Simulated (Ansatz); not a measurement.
**C₄H₆F₄: ionisation energy by level of theory**

One table from this session's results is given with a row withheld; the runs are named, their logs left out.

Program: Ansatz 0.2.0, Gaussian basis. Level of theory: unrestricted cation, the program's frozen cores in correlated methods. These are calculated values, not measurements.

Levels to be run: UKS PBE-D4/def2-TZVPP; UKS r2SCAN-D4/def2-TZVPP; UKS PBE0-D4/def2-TZVPP; UKS B3LYP-D4/def2-TZVPP; UKS wB97X-V/def2-TZVPP; UKS wB97M-V/def2-TZVPP; UKS B2PLYP/def2-TZVPP; UHF-CCSD(T)/def2-TZVPP; UHF-MP2/def2-QZVPP; extrapolation to the limit; then −ε(HOMO) from the neutral's earlier runs with LDA (SPW92), PBE-D4, revPBE-D4, BLYP-D4, r2SCAN-D4, B97M-V, PBE0-D4, B3LYP-D4, r2SCANh-D4, r2SCAN0-D4, HSE06-D4, BHLYP-D4, CAM-B3LYP-D4, LC-ωPBE, ωB97X-V, ωB97M-V.

**The relaxed structure**

All runs share one geometry, relaxed beforehand with PBE0-D4 in a triple-zeta def2 set.

SMILES `CC(F)(F)CC(F)F`, 14 atoms, charge 0, spin multiplicity 1.

Atoms are counted from 1 here; the program's logs count them from 0.

Bond lengths: C1–C2 1.502 Å, C1–H9 1.089 Å, C1–H10 1.090 Å, C1–H11 1.090 Å, C2–F3 1.371 Å, C2–F4 1.367 Å, C2–C5 1.516 Å, C5–C6 1.506 Å, C5–H12 1.092 Å, C5–H13 1.092 Å, C6–F7 1.357 Å, C6–F8 1.361 Å, C6–H14 1.093 Å. Angles: C2–C1–H9 110.6°, C2–C1–H10 109.9°, C2–C1–H11 108.6°, H9–C1–H10 108.9°, H9–C1–H11 109.6°, H10–C1–H11 109.3°, C1–C2–F3 109.0°, C1–C2–F4 108.7°, C1–C2–C5 117.6°, F3–C2–F4 105.8°, F3–C2–C5 108.1°, F4–C2–C5 106.9°, C2–C5–C6 114.8°, C2–C5–H12 107.1°, C2–C5–H13 109.8°, C6–C5–H12 107.8°, C6–C5–H13 108.9°, H12–C5–H13 108.3° and more.

The first run:

The input, in.yaml:

```yaml
crystal:
  periodic: [false, false, false]
  atoms:
    - {symbol: C, position_ang: [-0.795700, -1.319256, 0.715685]}
    - {symbol: C, position_ang: [-0.777440, -0.377573, -0.454098]}
    - {symbol: F, position_ang: [-0.228975, -1.018795, -1.535080]}
    - {symbol: F, position_ang: [-2.066409, -0.089817, -0.805884]}
    - {symbol: C, position_ang: [-0.061012, 0.947259, -0.279613]}
    - {symbol: C, position_ang: [1.430777, 0.839326, -0.104642]}
    - {symbol: F, position_ang: [1.973221, 2.082072, -0.149631]}
    - {symbol: F, position_ang: [1.741481, 0.315919, 1.112817]}
    - {symbol: H, position_ang: [0.216048, -1.621584, 0.979943]}
    - {symbol: H, position_ang: [-1.254439, -0.833358, 1.576868]}
    - {symbol: H, position_ang: [-1.380808, -2.198228, 0.444577]}
    - {symbol: H, position_ang: [-0.250159, 1.535351, -1.180016]}
    - {symbol: H, position_ang: [-0.478518, 1.483568, 0.574822]}
    - {symbol: H, position_ang: [1.918834, 0.225914, -0.867047]}
basis:
  gaussian: {orbitals: def2-TZVPP}
total_charge: 1
magnetization: {spin_polarized: true, initial_magnetization: 1}
hamiltonian: {xc: pbe, dispersion: d4}
```

Command:

```bash
$ ansatz run in.yaml --threads 2 --pin off --events-out ev --progress --plain --max-ram 32768MiB --backend cuda --devices 0, --max-vram 18GiB
```

Among the steps run: Cation, UKS PBE-D4/def2-TZVPP; Cation, UKS r2SCAN-D4/def2-TZVPP; Cation, UKS PBE0-D4/def2-TZVPP; Cation, UKS B3LYP-D4/def2-TZVPP; Cation, UKS wB97X-V/def2-TZVPP; Cation, UKS wB97M-V/def2-TZVPP; Cation, UKS B2PLYP (frozen core)/def2-TZVPP; Cation, UHF-CCSD(T)/def2-TZVPP; Cation, UHF-MP2/def2-QZVPP.

One of the session's tables, all rows but one given; the rest of the session is left out.

For comparison, −ε(HOMO) of the neutral from earlier runs:

```
  functional  −ε(HOMO) (eV)
 LDA (SPW92)           8.18
      PBE-D4           7.98
   revPBE-D4           7.90
     BLYP-D4           7.95
   r2SCAN-D4           8.38
      B97M-V           8.57
     PBE0-D4           9.77
    B3LYP-D4           9.55
  r2SCANh-D4           9.05
  r2SCAN0-D4              ?
    HSE06-D4           9.35
    BHLYP-D4          11.50
CAM-B3LYP-D4          11.31
     LC-ωPBE          12.57
     ωB97X-V          12.25
     ωB97M-V          12.18
```

Estimate the missing values for r2SCAN0-D4.

Worked estimate for «−ε(HOMO) (eV)». Against the share of exact exchange, r2SCAN-D4 (0, 8.38), r2SCANh-D4 (0.1, 9.05) give a slope of 6.70 per unit share; at 0.25 the line stands at 10.05.

The run gave: −ε(HOMO) (eV): 10.03. In «−ε(HOMO) (eV)» the line misses by +0.02.

Caveats from the session: The cation may have settled in a state other than its lowest; no search over hole states beyond the program's own was made.
